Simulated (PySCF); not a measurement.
**PtS₂: structure of the singlet**

Aim: relax PtS₂ as a singlet from a linear start, check by its vibrations whether the end is a minimum, and collect its spectrum and constants.

Program: PySCF 2.14.0. Level of theory: PBE0, basis Pt def2-SVP with ECP60, S def2-SVP, scalar-relativistic core potentials, no spin–orbit coupling, density fitting. These are calculated values, not measurements.

## 1. Where the work starts

3 atoms, charge 0, spin multiplicity 1.

Bond lengths: Pt1–S2 2.060 Å, Pt1–S3 2.060 Å. Angles: S2–Pt1–S3 180.0°.

```xyz
3
charge 0 multiplicity 1
Pt    0.0000    0.0000    0.0000
S     0.0000    0.0000    2.0600
S     0.0000    0.0000   -2.0600
```

## 2. Finding the electronic state

One driver script runs all steps and calls PySCF; scf.py shows how it sets up the SCF of each step. The optimiser is the driver's own. After this first run the driver tries any further starts and a stability analysis.

scf.py

```python
from pyscf import gto, scf, dft
mol = gto.M(atom='''
Pt     0.000000     0.000000     0.000000
S      0.000000     0.000000     2.060000
S      0.000000     0.000000    -2.060000''',
    basis={'Pt': 'def2-SVP', 'S': 'def2-SVP'},
    ecp={'Pt': 'def2-SVP'},
    charge=0, spin=0)
mf = dft.RKS(mol, xc='PBE0')
mf.grids.atom_grid = (50, 194)
aux = {'Pt': 'def2-universal-JKFIT', 'S': 'def2-universal-JKFIT'}
mf = mf.density_fit(auxbasis=aux)
mf.conv_tol = 1e-08
mf.diis_space = 10
mf.max_cycle = 60
mf.init_guess = 'minao'
mf.verbose = 4
mf.kernel()
```

On the command line:

```console
> OMP_NUM_THREADS=2 python axn.py task.json out
```

The log of the run:

```text
init E= -903.781123326771
  HOMO = -0.613521486270688  LUMO = -0.553997702418193  gap/eV = 1.61972
cycle= 1 E= -914.396187738885  delta_E= -10.6  |g|= 1.57  |ddm|= 8.52
cycle= 2 E= -902.230429831987  delta_E= 12.2  |g|= 4.95  |ddm|= 14.7
  HOMO = -0.345963566934987  LUMO = -0.241923198406698  gap/eV = 2.83108
cycle= 3 E= -915.075707140392  delta_E= -12.8  |g|= 0.582  |ddm|= 14.3
  HOMO = -0.318184096213018  LUMO = -0.201906426271373  gap/eV = 3.16408
cycle= 4 E= -915.172934496171  delta_E= -0.0972  |g|= 0.111  |ddm|= 0.716
  HOMO = -0.307133000837211  LUMO = -0.179103748485764  gap/eV = 3.48385
cycle= 5 E= -915.175277239565  delta_E= -0.00234  |g|= 0.0568  |ddm|= 0.164
  HOMO = -0.30915137896384  LUMO = -0.184687506406742  gap/eV = 3.38683
cycle= 6 E= -915.17613890224  delta_E= -0.000862  |g|= 0.0143  |ddm|= 0.06
  HOMO = -0.307630005742136  LUMO = -0.183564929347058  gap/eV = 3.37598
cycle= 7 E= -915.176193150582  delta_E= -5.42e-05  |g|= 0.00227  |ddm|= 0.0133
  HOMO = -0.307485234445973  LUMO = -0.183444708130881  gap/eV = 3.37531
cycle= 8 E= -915.176194290226  delta_E= -1.14e-06  |g|= 0.000509  |ddm|= 0.00169
  HOMO = -0.307444697244551  LUMO = -0.183427626112898  gap/eV = 3.37468
cycle= 9 E= -915.176194348415  delta_E= -5.82e-08  |g|= 0.000193  |ddm|= 0.000402
  HOMO = -0.307431469117395  LUMO = -0.183424595148062  gap/eV = 3.37440
cycle= 10 E= -915.176194357492  delta_E= -9.08e-09  |g|= 1.49e-05  |ddm|= 0.000184
  HOMO = -0.307427311316154  LUMO = -0.183422551670669  gap/eV = 3.37434
Extra cycle  E= -915.176194356981  delta_E= 5.12e-10  |g|= 4.76e-05  |ddm|= 6.18e-05
converged SCF energy = -915.176194356981
```

This step, with its further starts and checks, ran for 5.6 s (2 threads, shared host).

The starts that the driver tried:

```tsv
start	energy (Eh)
the minimal-basis guess	-915.176194
a thermally smeared density	-915.176194
a smeared PBE density	-915.176194
```

The test of internal stability and the other starts found no lower closed-shell solution.

## 3. Relaxing the singlet from the linear start

The program finds D∞h symmetry in the start, which this walk keeps. Threshold on the gradient: 0.0003 Eh/bohr, with a further test on the energy change.

scf.py, as its differences from that of step 2:

```diff
@@ -16 +15,0 @@
-mf.init_guess = 'minao'
```

The optimiser's trace:

```tsv
step	energy (Eh)	change (kJ/mol)	largest symmetric gradient (Eh/bohr)
0	-915.176194	0.00	0.01312
1	-915.176622	-1.12	0.00370
2	-915.176665	-1.24	0.00019
3	-915.176665	-1.24	0.00000
```

The walk took 5.3 s.

Geometry (Å) and forces (eV/Å) at some steps:

```
step 0
Pt   0.000   0.000   0.000   0.000   0.000   0.000
S    0.000   0.000   2.060   0.000   0.000   0.674
S    0.000   0.000  -2.060   0.000   0.000  -0.674
step 1
Pt   0.000   0.000   0.000   0.000   0.000   0.003
S    0.000   0.000   2.085   0.000   0.000  -0.192
S    0.000   0.000  -2.085   0.000   0.000   0.189
step 2
Pt   0.000   0.000   0.000   0.000   0.000   0.000
S    0.000   0.000   2.080   0.000   0.000  -0.010
S    0.000   0.000  -2.080   0.000   0.000   0.009
step 3
Pt   0.000   0.000   0.000   0.000   0.000  -0.006
S    0.000   0.000   2.080   0.000   0.000   0.003
S    0.000   0.000  -2.080   0.000   0.000   0.003
```

It settles in D∞h symmetry, 1.2 kJ/mol below the start, after 3 steps: Pt–S 2.080 Å (×2); S–Pt–S 180.0°.

## 4. Is it a minimum? Harmonic modes

On the finer grid the gradient is checked again; gradients at displacements of ±0.02 bohr then give force constants and infrared intensities.

scf.py, as its differences from that of step 3:

```diff
@@ -3,3 +3,3 @@
-Pt     0.000000     0.000000     0.000000
-S      0.000000     0.000000     2.060000
-S      0.000000     0.000000    -2.060000''',
+Pt     0.000000    -0.000000    -0.000000
+S     -0.000000     0.000000     2.079228
+S      0.000000    -0.000000    -2.079228''',
@@ -10 +10 @@
-mf.grids.atom_grid = (50, 194)
+mf.grids.atom_grid = (75, 302)
@@ -13 +13 @@
-mf.conv_tol = 1e-08
+mf.conv_tol = 1e-10
```

This SCF starts from the last density.

SCF at the final geometry:

```text
init E= -915.176731448976
  HOMO = -0.307291148658981  LUMO = -0.185849961769821  gap/eV = 3.30458
cycle= 1 E= -915.176731448975  delta_E= 1.82e-12  |g|= 2.21e-06  |ddm|= 2.72e-06
  HOMO = -0.307291727464698  LUMO = -0.185850200966748  gap/eV = 3.30459
Extra cycle  E= -915.176731448963  delta_E= 1.11e-11  |g|= 7.47e-06  |ddm|= 9.08e-06
converged SCF energy = -915.176731448963
```

The whole step took 14 s.

Geometry: D∞h; Pt–S 2.079 Å (×2); S–Pt–S 180.0°.

Modes, for the most abundant isotopes:

| symmetry | ω (cm⁻¹) | IR (km/mol) | μ (u) |
| --- | --- | --- | --- |
| πu | 33 | 0.3 | 40.29 |
| σg+ | 527 | 0.0 | 31.97 |
| σu+ | 538 | 49.7 | 40.29 |

Every mode is real; the point is a minimum.

Properties at this point:

```yaml
Dipole_moment: 0.00 D
Highest_occupied_level: -8.36 eV
Lowest_empty_level: -5.06 eV
Rotational_constants: 0.06098 cm⁻¹
Zero-point_energy: 6.8 kJ/mol
Principal_polarisabilities: 40.2, 40.2, 134.1 bohr³
Atomisation_energy_without_zero-point_energy: 659 kJ/mol
Principal_traceless_quadrupole_moments_about_the_centre_of_mass: -0.97, -0.97, 1.94 D Å
Entropy_at_298.15_K_and_1_bar: 300.4 J/(mol K)
Heat_capacity_Cp_at_298.15_K: 55.6 J/(mol K)
Enthalpy_at_298.15_K_above_0_K: 14.31 kJ/mol
Rotational_symmetry_number: 2
```

Populations by atom (charges in e):

| atom | Mulliken | Löwdin | polar tensor | Mayer order to Pt1 |
| --- | --- | --- | --- | --- |
| Pt1 | 0.01 | -0.60 | 0.46 | – |
| S2,3 | -0.01 | 0.30 | -0.23 | 1.81 |

Outer orbital energies (eV). occupied: -11.69, -11.69, -9.34, -9.34, -8.91, -8.50, -8.50, -8.36; empty: -5.06, -5.06, 0.82, 0.82.

Mulliken populations on Pt1 (outside its core potential): s 3.15, p 6.35, d 8.45, f 0.03.

## 5. Would spin polarisation lower it?

At the lowest minimum the closed shell is tested against spin polarisation, on the (50, 194) grid. It is unstable: an open-shell solution lies lower. That solution was not followed to a minimum here.

## 6. Real-space pictures of the lowest minimum

The plane holds Pt1 at (0.00, 0.00), S2 at (2.08, 0.00), S3 at (-2.08, 0.00) Å. Columns run from x = -4.05 to 4.35 Å, rows from y = 2.25 (top) to -1.95 Å, in steps of 0.3 Å. Electrons inside core potentials are absent.

Density (cut at 5 e/Å³):

Ten steps from '0' (0.000 e/Å³) to '9' (5.000 e/Å³), finer at the low end (step k begins (100^(k/10) - 1)/99 of the way up):
```
00000000000000000000000000000
00000000000000000000000000000
00000111111111111111111000000
00011222222233332222222110000
00122344433345543334443221000
00134566654578875456665431000
01245678766799997667876542100
01246799876895598678997642100
01246799876895598678997642100
01245678766799997667876542100
00134566654578875456665431000
00122344433345543334443221000
00011222222233332222222110000
00000111111111111111111000000
00000000000000000000000000000
```

ELF (0 where the density is under 0.005 e/Å³):

Ten even steps from '0' (0.00) to '9' (0.95):
```
00000000000001100000000000000
00001222211112211112222100000
00123444332223322233444321000
02355666543234432345666553200
04578888764234432467888875400
35789977884246642488779987530
46899500384368863483005998640
47999198074580085470891999740
47999198074580085470891999740
46899500384368863483005998640
35789977884246642488779987530
04578888764234432467888875400
02355666543234432345666553200
00123444332223322233444321000
00001222211112211112222100000
```

Highest occupied orbital at -8.36 eV (sign arbitrary; one member if degenerate):

Ten even steps from '0' (-0.37 Å^-3/2) to '9' (0.81 Å^-3/2):
```
33333333222222222222333333333
33333332222222222222233333333
33333332222222222222233333333
33333332222211112222233333333
33333332222110011222233333333
33333332222210012222233333333
33344432222342243222234443333
33344413223694496322314443333
33344413223694496322314443333
33344432222342243222234443333
33333332222210012222233333333
33333332222110011222233333333
33333332222211112222233333333
33333332222222222222233333333
33333332222222222222233333333
```

Values on the line from Pt1 (at 0) through S2 (at 2.079 Å):

```tsv
distance (Å)	density (e/Å³)	ELF	electrostatic potential (V)
-0.73	3.14	0.607	51.9
0.83	1.89	0.407	34.9
1.04	1.13	0.382	20.7
1.25	1.27	0.739	23.3
1.46	1.55	0.435	46.2
1.66	3.67	0.142	113
1.87	59.2	0.859	400
2.18	178	0.294	1.25e+03
2.39	14.4	0.707	193
2.60	1.76	0.127	69.7
2.81	1.15	0.873	28.3
3.01	0.646	0.96	11.6
3.22	0.31	0.942	4.7
```

Making the fields ran for 0.8 s (2 threads, shared host).

## 7. Results

| quantity | value |
| --- | --- |
| minimum | singlet, D∞h (closed shell, unstable towards spin polarisation) |
| geometry | Pt–S 2.079 Å (×2); S–Pt–S 180.0° |
| wavenumbers (cm⁻¹) | 33 (πu), 527 (σg+), 538 (σu+) |
| dipole moment | 0.00 D |
| highest occupied, lowest empty level | -8.36, -5.06 eV |
| polar-tensor charge of Pt1 | +0.46 e |
| zero-point energy | 6.8 kJ/mol |

What this shows: The molecule stays D∞h, as typed, and the end point is a minimum. In the infrared the band at 538 cm⁻¹ (σu+, stretch) leads. Pt1 has a polar-tensor charge of +0.5 e (a dipole derivative, not a static charge), yet symmetry cancels the bond dipoles. Other starts or spin states, not run here, may lie lower. Spin polarisation would lower this closed shell, so its numbers describe a constrained state. Spin–orbit coupling, left out here, can matter for elements this heavy.

The search up to here took 28 s.
